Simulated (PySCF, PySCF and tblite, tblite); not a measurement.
# C₃H₁₀Ge₂: telling isomers apart by computed NMR, part 2 of 2

PySCF and tblite. Atoms count from 0.

### Step 9. Averages, isomer B: properties at WP04/pcSseg-1 in water

Job settings and geometry (Å):

```
{"job": {"study": "conf", "smiles": "C/[C]([GeH3])=[CH]\\[GeH3]", "search": {"seed": 2577, "n_embed": 45, "ff_keep": 10, "window": 2.5, "nmax": 6, "temps": [250, 298.15, 350], "t_ref": 298.15, "order": 0.0005}, "level": {"nmr": {"xc": "WP04", "basis": "pcSseg-1", "solvent": "water"}, "sp": {"xc": "PBE0", "basis": "def2-SVP", "solvent": "water"}}, "kind": "conf"}, "charge": 0, "multiplicity": 1}
C     -0.221161     1.455274     0.294217
C     -0.460419     0.012969    -0.001358
Ge    -2.345218    -0.514817    -0.141780
C      0.522060    -0.868050    -0.162601
Ge     2.432633    -0.499357    -0.058935
H      0.845945     1.675641     0.353896
H     -0.668889     2.074665    -0.484546
H     -0.693322     1.725056     1.240199
H     -3.040271     0.250249    -1.224889
H     -3.086005    -0.211521     1.123284
H     -2.480561    -1.974056    -0.431598
H      0.258525    -1.898778    -0.375122
H      2.883827     0.498940    -1.079235
H      2.849304     0.032359     1.276897
H      3.196771    -1.760718    -0.296894
```

Log:

```text
conformer  sym    E(xTB)   E(DFT)   G(298.15 K)  weight  dipole/D
    1     Cs      0.000    0.000    0.000   1.0000    0.724

mean shielding (ppm) by class
class atoms           250 K   298.15 K      350 K
  0 C  0             145.43     145.43     145.43
  1 C  1              8.592      8.592      8.592
  2 Ge 2           1490.255   1490.255   1490.255
  3 C  3             36.339     36.339     36.339
  4 Ge 4           1537.216   1537.216   1537.216
  5 H  5,6,7         29.773     29.773     29.773
  6 H  8,9,10        28.731     28.731     28.731
  7 H  11            25.837     25.837     25.837
  8 H  12,13,14      28.719     28.719     28.719
```

It took 1.8 min on 1 thread of Intel Xeon at 2.50GHz, shared host. This counts the runs that the step sums up.

The search (ETKDG and KDG, UFF, GFN2-xTB) embedded 45 structures, kept 4 distinct ones after the force field and 1 after xTB; 1 was carried on (window 2.5 kcal/mol at the search's own energies). Energies: PBE0/def2-SVP in water with D3(BJ).

Conformer by conformer (298 K):

| no. | group | mirror pair | ΔE xTB | ΔE DFT | ΔG | weight (%) | μ (D) | A, B, C (GHz) |
| --- | --- | --- | --- | --- | --- | --- | --- | --- |
| 1 | Cs | no | 0.00 | 0.00 | 0.00 | 100.0 | 0.72 | 6.31, 0.55, 0.52 |

Energies in kcal/mol. ΔG holds xTB vibrations and rotation, symmetry numbers and mirror pairs.

Shifts against references run at the same level ($^{13}$C TMS 176.0, $^{1}$H TMS 31.98 ppm of shielding), by class of atoms, at 298 K:

| atoms | environment | average |
| --- | --- | --- |
| C1 | fully substituted alkene carbon | 167.4 |
| C3 | alkene CH | 139.6 |
| C0 | allylic methyl carbon | 30.5 |
| H11 | hydrogen on an alkene CH | 6.14 |
| H12, H13, H14 | hydrogen on a germanium bonded to C | 3.26 |
| H8, H9, H10 | hydrogen on a germanium bonded to C | 3.24 |
| H5, H6, H7 | hydrogen on an allylic methyl carbon | 2.20 |
| Ge2 | germanium bonded to C, 3 H | 1490 (σ) |
| Ge4 | germanium bonded to C, 3 H | 1537 (σ) |

Effective distances for nuclear Overhauser effects, ⟨r⁻⁶⟩^(−1/6) over all pairs of two classes (Å): H8···H11 3.19; H11···H12 3.28; H5···H12 3.42; H5···H8 3.67; H5···H11 3.92.

### Step 10. Shieldings, isomer A, conformer 1: B97-2/pcSseg-1 in tetrahydrofuran

Job settings and geometry (Å):

```
{"job": {"xc": "B97-2", "basis": "pcSseg-1", "solvent": "tetrahydrofuran", "grid": 3, "kind": "nmr", "pop": false}, "charge": 0, "multiplicity": 1}
C     -1.965160     0.934026    -0.215858
C     -0.604107     0.313361    -0.058573
Ge    -0.478108    -1.611699    -0.359438
C      0.477185     1.039569     0.274215
Ge     2.247072     0.270744     0.461025
H     -1.938995     2.015664    -0.077697
H     -2.364510     0.713392    -1.210439
H     -2.658179     0.501948     0.512180
H      0.075719    -1.927286    -1.711093
H      0.420359    -2.252955     0.653778
H     -1.824077    -2.241909    -0.264145
H      0.360193     2.115016     0.435336
H      2.430162    -0.460545     1.752602
H      2.527186    -0.724636    -0.626817
H      3.293663     1.325637     0.395843
```

Log:

```text
coarse grid: 55096 points
cycle   1  E = -4274.8073581238  dE = -1.058e+00  |g| = 1.053e+00  |ddm| = 3.634e+00
cycle   2  E = -4274.7712693941  dE =  3.609e-02  |g| = 1.047e+00  |ddm| = 1.042e+00
cycle   3  E = -4274.8825394176  dE = -1.113e-01  |g| = 1.215e-01  |ddm| = 7.027e-01
cycle   4  E = -4274.8849072525  dE = -2.368e-03  |g| = 3.349e-02  |ddm| = 1.273e-01
cycle   5  E = -4274.8852138868  dE = -3.066e-04  |g| = 4.715e-03  |ddm| = 3.679e-02
cycle   6  E = -4274.8852188675  dE = -4.981e-06  |g| = 8.707e-04  |ddm| = 6.472e-03
final grid: 181720 points
cycle   7  E = -4274.8851510960  dE = -1.124e-07  |g| = 8.770e-04  |ddm| = 3.337e-03
cycle   8  E = -4274.8851510736  dE =  2.240e-08  |g| = 1.101e-03  |ddm| = 1.905e-03
cycle   9  E = -4274.8851512614  dE = -1.878e-07  |g| = 1.085e-04  |ddm| = 8.440e-04
cycle  10  E = -4274.8851512639  dE = -2.414e-09  |g| = 4.292e-05  |ddm| = 1.357e-04
cycle  11  E = -4274.8851512643  dE = -4.748e-10  |g| = 3.000e-06  |ddm| = 3.630e-05
converged SCF energy = -4274.8851512643

GIAO shielding tensors (ppm)
atom      isotropic    diamagn.    paramagn.     s11        s22        s33       span
  0 C      151.164     246.392     -95.228    130.819    139.336    183.339     52.520
  1 C       19.653     263.680    -244.027    -93.093     -2.457    154.510    247.603
  2 Ge    1575.786    2757.466   -1181.680   1501.950   1560.253   1665.154    163.204
  3 C       47.182     257.419    -210.237    -56.907     53.998    144.455    201.362
  4 Ge    1584.691    2756.792   -1172.100   1535.285   1547.932   1670.857    135.572
  5 H       29.552      30.026      -0.474     25.886     28.172     34.599      8.713
  6 H       29.289      29.107       0.182     25.134     28.333     34.401      9.267
  7 H       29.271      29.063       0.207     25.223     28.075     34.514      9.291
  8 H       27.986      30.132      -2.146     21.586     23.401     38.972     17.386
  9 H       27.909      30.327      -2.417     20.462     25.466     37.800     17.337
 10 H       28.299      30.018      -1.718     21.547     23.436     39.915     18.367
 11 H       24.732      33.265      -8.533     22.629     24.634     26.932      4.303
 12 H       28.038      29.736      -1.698     21.414     23.576     39.124     17.709
 13 H       28.004      29.889      -1.885     20.714     25.639     37.660     16.946
 14 H       28.300      29.323      -1.023     21.690     22.632     40.578     18.888
```

It took 90 s on 1 thread of Intel Xeon at 2.50GHz, shared host; peak memory 1.1 GiB.

Key values: HOMO -7.20 eV, LUMO -0.54 eV; dipole 1.46 D.

### Step 11. Single-point energy, isomer A, conformer 1: TPSS/pcseg-1 in tetrahydrofuran

The job, as its differences from that of step 10:

```diff
@@ -1,2 +1,2 @@
-{"job": {"xc": "B97-2", "basis": "pcSseg-1", "solvent": "tetrahydrofuran", "grid": 3, "kind": "nmr", "pop": false}, "charge": 0, "multiplicity": 1}
+{"job": {"xc": "TPSS", "basis": "pcseg-1", "solvent": "tetrahydrofuran", "kind": "sp"}, "charge": 0, "multiplicity": 1}
 C     -1.965160     0.934026    -0.215858
```

Log:

```text
coarse grid: 55096 points
cycle   1  E = -4273.7159862687  dE = -1.064e+00  |g| = 4.938e-01  |ddm| = 3.951e+00
cycle   2  E = -4273.6518885455  dE =  6.410e-02  |g| = 6.589e-01  |ddm| = 1.381e+00
cycle   3  E = -4273.7752709507  dE = -1.234e-01  |g| = 9.301e-02  |ddm| = 8.890e-01
cycle   4  E = -4273.7777471801  dE = -2.476e-03  |g| = 3.000e-02  |ddm| = 1.473e-01
cycle   5  E = -4273.7779901181  dE = -2.429e-04  |g| = 7.113e-03  |ddm| = 4.187e-02
cycle   6  E = -4273.7780016892  dE = -1.157e-05  |g| = 2.171e-03  |ddm| = 8.847e-03
cycle   7  E = -4273.7780027042  dE = -1.015e-06  |g| = 1.239e-03  |ddm| = 3.563e-03
final grid: 113424 points
cycle   8  E = -4273.7779239450  dE =  2.215e-06  |g| = 3.142e-03  |ddm| = 4.736e-03
cycle   9  E = -4273.7779088349  dE =  1.511e-05  |g| = 8.035e-03  |ddm| = 1.039e-02
cycle  10  E = -4273.7779266650  dE = -1.783e-05  |g| = 1.313e-04  |ddm| = 7.477e-03
cycle  11  E = -4273.7779266698  dE = -4.868e-09  |g| = 2.007e-05  |ddm| = 1.546e-04
cycle  12  E = -4273.7779266700  dE = -1.364e-10  |g| = 4.295e-06  |ddm| = 2.964e-05
converged SCF energy = -4273.7779266700
```

It took 36 s on 1 thread of Intel Xeon at 2.50GHz, shared host; peak memory 0.84 GiB.

This run: HOMO -6.38 eV, LUMO -1.26 eV; dipole 1.54 D.

### Step 12. The ensemble, isomer A: properties at B97-2/pcSseg-1 in tetrahydrofuran

Job settings and geometry (Å):

```
{"job": {"study": "conf", "smiles": "C/[C]([GeH3])=[CH]/[GeH3]", "search": {"seed": 2577, "n_embed": 45, "ff_keep": 10, "window": 2.5, "nmax": 6, "temps": [250, 298.15, 350], "t_ref": 298.15, "order": 0.0005}, "level": {"nmr": {"xc": "B97-2", "basis": "pcSseg-1", "solvent": "tetrahydrofuran", "grid": 3}, "sp": {"xc": "TPSS", "basis": "pcseg-1", "solvent": "tetrahydrofuran"}, "alter": {"geometry": "GFN1-xTB"}, "change": "B97-2/pcSseg-1; solvent tetrahydrofuran; energies TPSS/pcseg-1; grid level 3; GFN1-xTB geometries"}, "kind": "conf"}, "charge": 0, "multiplicity": 1}
C     -1.965160     0.934026    -0.215858
C     -0.604107     0.313361    -0.058573
Ge    -0.478108    -1.611699    -0.359438
C      0.477185     1.039569     0.274215
Ge     2.247072     0.270744     0.461025
H     -1.938995     2.015664    -0.077697
H     -2.364510     0.713392    -1.210439
H     -2.658179     0.501948     0.512180
H      0.075719    -1.927286    -1.711093
H      0.420359    -2.252955     0.653778
H     -1.824077    -2.241909    -0.264145
H      0.360193     2.115016     0.435336
H      2.430162    -0.460545     1.752602
H      2.527186    -0.724636    -0.626817
H      3.293663     1.325637     0.395843
```

Log:

```text
conformer  sym    E(xTB)   E(DFT)   G(298.15 K)  weight  dipole/D
    1     C1      0.000    0.000    0.000   1.0000    1.536

mean shielding (ppm) by class
class atoms           250 K   298.15 K      350 K
  0 C  0            151.164    151.164    151.164
  1 C  1             19.653     19.653     19.653
  2 Ge 2           1575.786   1575.786   1575.786
  3 C  3             47.182     47.182     47.182
  4 Ge 4           1584.691   1584.691   1584.691
  5 H  5,6,7         29.371     29.371     29.371
  6 H  8,9,10        28.065     28.065     28.065
  7 H  11            24.732     24.732     24.732
  8 H  12,13,14      28.114     28.114     28.114
```

It took 2.1 min on 1 thread of Intel Xeon at 2.50GHz, shared host. This counts the runs that the step sums up.

Against the first level, at 298 K (shieldings, ppm; largest changes first):

| atoms | WP04/pcSseg-1 in water | B97-2/pcSseg-1 in tetrahydrofuran | change |
| --- | --- | --- | --- |
| Ge2 | 1516 | 1576 | +60 |
| Ge4 | 1527 | 1585 | +58 |
| C1 | 7.2 | 19.7 | +12.5 |
| C3 | 35.2 | 47.2 | +12.0 |
| C0 | 140.7 | 151.2 | +10.5 |
| H12, H13, H14 | 28.78 | 28.11 | -0.67 |
| H11 | 25.39 | 24.73 | -0.66 |
| H8, H9, H10 | 28.72 | 28.07 | -0.66 |
| H5, H6, H7 | 29.75 | 29.37 | -0.38 |

Weights: from PBE0/def2-SVP in water energies 1: 100 %; from TPSS/pcseg-1 in tetrahydrofuran energies 1: 100 % (with a dispersion term where the level has one and the same thermal terms, so they don't follow from the SCF energies alone). Times: 1.9 min and 2.1 min.

### Step 13. Assigning the signals

Job settings and geometry (Å):

```
{"job": {"study": "set", "relation": "E/Z isomers", "members": [{"smiles": "[CH3:1]/[C:2]([GeH3:3])=[CH:4]/[GeH3:5]"}, {"smiles": "[CH3:1]/[C:2]([GeH3:3])=[CH:4]\\[GeH3:5]"}], "charge": 0, "search": {"seed": 2577, "n_embed": 45, "ff_keep": 10, "window": 2.5, "nmax": 6, "temps": [250, 298.15, 350], "t_ref": 298.15, "order": 0.0005}, "level": {"nmr": {"xc": "WP04", "basis": "pcSseg-1", "solvent": "water"}, "sp": {"xc": "PBE0", "basis": "def2-SVP", "solvent": "water"}}, "dp4": {"C": [2.5, 10], "H": [0.12, 10]}, "second_levels": [{"nmr": {"xc": "B97-2", "basis": "pcSseg-1", "solvent": "tetrahydrofuran", "grid": 3}, "wide": true, "sp": {"xc": "TPSS", "basis": "pcseg-1", "solvent": "tetrahydrofuran"}, "alter": {"geometry": "GFN1-xTB"}, "change": "B97-2/pcSseg-1; solvent tetrahydrofuran; energies TPSS/pcseg-1; grid level 3; GFN1-xTB geometries"}], "kind": "set"}, "charge": 0, "multiplicity": 1}
C     -1.943826     0.920959    -0.207506
C     -0.591092     0.295954    -0.055196
Ge    -0.524099    -1.639419    -0.361252
C      0.488018     1.009123     0.255782
Ge     2.280826     0.302655     0.462100
H     -1.909459     2.000103    -0.065670
H     -2.341189     0.705646    -1.200583
H     -2.633917     0.489781     0.519319
H      0.010074    -1.965149    -1.720241
H      0.324650    -2.347989     0.643663
H     -1.913616    -2.193687    -0.285159
H      0.377075     2.080701     0.406220
H      2.466235    -0.411600     1.763865
H      2.639510    -0.661678    -0.622732
H      3.269211     1.424928     0.428307
```

Log:

```text
isomer  G rel   conformers  SMILES
A     1.328      1   C/[C]([GeH3])=[CH]/[GeH3]
B     0.000      1   C/[C]([GeH3])=[CH]\[GeH3]

signals of isomer A at the second level: probabilities [0.99964, 0.00036]
```

It took 5.9 min on 1 thread of Intel Xeon at 2.50GHz, shared host; peak memory 1.1 GiB. This counts the whole study up to here.

The 2 candidates (E/Z isomers), with energies and dipoles from their ensembles above, at 298 K; shieldings at WP04/pcSseg-1 in water:

| isomer | SMILES | conformers | ΔE | ΔG | μ rms (D) |
| --- | --- | --- | --- | --- | --- |
| A | C/[C]([GeH3])=[CH]/[GeH3] | 1 | 1.11 | 1.33 | 1.48 |
| B | C/[C]([GeH3])=[CH]\[GeH3] | 1 | 0.00 | 0.00 | 0.72 |

Energies in kcal/mol.

The signals of isomer A, computed at a second level (B97-2/pcSseg-1 in tetrahydrofuran on GFN1-xTB geometries), stand in for a spectrum. The test takes 3 C values, 2 H values (hydrogens on carbon alone). Each candidate's shieldings are matched to them by assigned atoms (like hydrogens of one group may swap) by a straight-line fit, or by a shift alone where signals are few or close (slope 1; a small slope inflates the errors), and the errors are weighed by Student-t tails (C: width 2.5 ppm, H: width 0.12 ppm).

| candidate | C slope | C mean error | C largest | H slope | H mean error | H largest | P(C) | P(H) | P(all) |
| --- | --- | --- | --- | --- | --- | --- | --- | --- | --- |
| A | 1.00 | 0.8 | 1.2 | 1.00 | 0.14 | 0.14 | 89.9 | 99.7 | 100.0 |
| B | 1.00 | 2.3 | 3.5 | 1.00 | 0.35 | 0.35 | 10.1 | 0.3 | 0.0 |

Errors in ppm, probabilities in per cent.

### Step 14. What came out

This closing draws on all 2 parts.

| quantity | value |
| --- | --- |
| conformers, isomer A | 1; the first in weight is no. 1 (C1), 100 % at 298 K |
| root-mean-square dipole, isomer A | 1.48 D |
| averaged $^{13}$C shifts, isomer A (WP04/pcSseg-1 in water) | 168.8, 140.7, 35.3 ppm |
| averaged $^{1}$H shifts, isomer A (WP04/pcSseg-1 in water) | 6.58, 3.25, 3.20, 2.23 ppm |
| conformers, isomer B | 1; the first in weight is no. 1 (Cs), 100 % at 298 K |
| root-mean-square dipole, isomer B | 0.72 D |
| averaged $^{13}$C shifts, isomer B (WP04/pcSseg-1 in water) | 167.4, 139.6, 30.5 ppm |
| averaged $^{1}$H shifts, isomer B (WP04/pcSseg-1 in water) | 6.14, 3.26, 3.24, 2.20 ppm |
| lowest in free energy | isomer B |
| signals of A (B97-2/pcSseg-1 in tetrahydrofuran on GFN1-xTB geometries) | best fit A, 100 % |

In words: The search found one conformer for isomer A in the window, so the averages are its own values. Spin-orbit coupling is left out, which matters at and beside the heavy atoms. The search found one conformer for isomer B in the window, so the averages are its own values. Between WP04/pcSseg-1 in water and B97-2/pcSseg-1 in tetrahydrofuran, Ge2 of isomer A changes most, by 60 ppm of raw shielding (the geometries differ too). The test names the right isomer, A, with 100 %. The stand-in spectrum is computed, so it shares conformers and some errors with the candidates; a measured one would test harder.
